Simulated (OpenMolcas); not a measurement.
# Nb³⁺ among point charges: CASSCF levels and susceptibility

Aim: the splitting of the states of Nb³⁺ in the field of 5 point charges, its lowest levels with spin-orbit coupling and its magnetic susceptibility.

The numbers are computed with OpenMolcas 26.06 (state-averaged CASSCF, spin-orbit coupling by RASSI with atomic mean-field integrals), except any that are marked as measured or tabulated.

1 further run of the same task is left out (it didn't finish).

## Step 1: What is computed

| Item | Value |
| --- | --- |
| Species | Nb³⁺ (niobium, Z = 41, 38 electrons) |
| Basis | ANO-RCC-VDZP [6s5p3d1f], 43 functions |
| Scalar Hamiltonian | DKH2, point nucleus |
| Inactive shells | 1s 2s 2p 3s 3p 3d 4s 4p |
| Active space | 2 electrons in 5 orbitals (4d) |
| Some configurations of this space | 4d2 |
| Orbitals | optimised for each spin and parity, averaged over all roots |

Outer shells as boxes (Hund's rule):

4d2
```
4d [↑ ][↑ ][  ][  ][  ]
```

The ion sits among 5 point charges of -2 e arranged as a square pyramid (C4v), 2.03 Å from the ion, with the axial distance 2.355 Å. The active orbitals were held to one l.

Each step is its own input file, run in one work folder so that later steps find the files of earlier ones. Labels, J, g values, rates, χT and fits are worked out afterwards by a script from the matrices that RASSI stores.

## Step 2: Basis and integrals

Input file a.inp:

```
&GATEWAY
Coord
1

Nb 0.0 0.0 0.0
Basis=ANO-RCC-VDZP
Group=NoSym
NoMove
AngMom=0.0 0.0 0.0
AMFI
XField
5 Angstrom 0
2.030000 0.000000 0.000000 -2.000000
0.000000 2.030000 0.000000 -2.000000
-2.030000 0.000000 0.000000 -2.000000
0.000000 -2.030000 0.000000 -2.000000
0.000000 0.000000 2.354800 -2.000000
&SEWARD
```

Run with:

```
OMP_NUM_THREADS=1 MOLCAS_MEM=1689 MOLCAS_PROJECT=a pymolcas a.inp > a.log
```

## Step 3: Reference wave functions, triplets, 10 roots

Input file a.inp:

```
&RASSCF
FileOrb=start.orb
Symmetry=1
Spin=3
nActEl=2 0 0
Inactive=18
Ras2=5
CIRoot=10 10 1
SDav=10
CIMx=300
Iter=120 100
PrWF=0.3
OrbListing=Nothing
MaxOrb=0
SupSym
1
15 10 11 12 13 14 19 20 21 22 23 32 33 34 35 36
>>> COPY $Project.JobIph JOB001
```

start.orb holds the contracted functions of the basis, ordered by shell, or the orbitals of the step before.

## Step 4: CASSCF: singlets, 15 roots

Input file a.inp:

```
&RASSCF
FileOrb=start.orb
Symmetry=1
Spin=1
nActEl=2 0 0
Inactive=18
Ras2=5
CIRoot=15 15 1
SDav=15
CIMx=300
Iter=120 100
PrWF=0.3
OrbListing=Nothing
MaxOrb=0
SupSym
1
15 10 11 12 13 14 19 20 21 22 23 32 33 34 35 36
>>> COPY $Project.JobIph JOB002
```

## Step 5: State interaction with spin-orbit coupling

Input file a.inp:

```
&RASSI
NrOfJobIphs=2 10 15
1 2 3 4 5 6 7 8 9 10
1 2 3 4 5 6 7 8 9 10 11 12 13 14 15
IphNames
JOB001
JOB002
EJob
SpinOrbit
DIPRint=1.0
SOCoupling=1000.0
Subsets=2
Property=9
'ANGMOM' 1 'ANGMOM' 2 'ANGMOM' 3 'MLTPL  1' 1 'MLTPL  1' 2 'MLTPL  1' 3
'AMFI' 1 'AMFI' 2 'AMFI' 3
SOProperty=3
'ANGMOM' 1 'ANGMOM' 2 'ANGMOM' 3
```

Before running it: what results should come out? Wanted: spin-free ground state; first state of the same spin within the active space; lowest level; next level.

The runs gave:

```
                                            quantity                                value
                                              method                               CASSCF
                              spin-free ground state  triplet, 1-fold in its orbital part
first state of the same spin within the active space                 triplet at 7610 cm⁻¹
                                        lowest level                               1-fold
                                          next level                            57.3 cm⁻¹
                                         χT at 300 K                       0.82 cm³ K/mol
                           effective moment at 300 K                              2.56 μB
```

In words: The spin-free ground state (triplet) comes to 87 % from free-ion F terms and keeps the highest spin of the shell. χT at 300 K is 0.82, against 1.00 cm³ K/mol for the spin alone, so spin-orbit coupling lowers it. The field of point charges can differ much from that of real complexes. This is an electrostatic model: the charges have no orbitals.
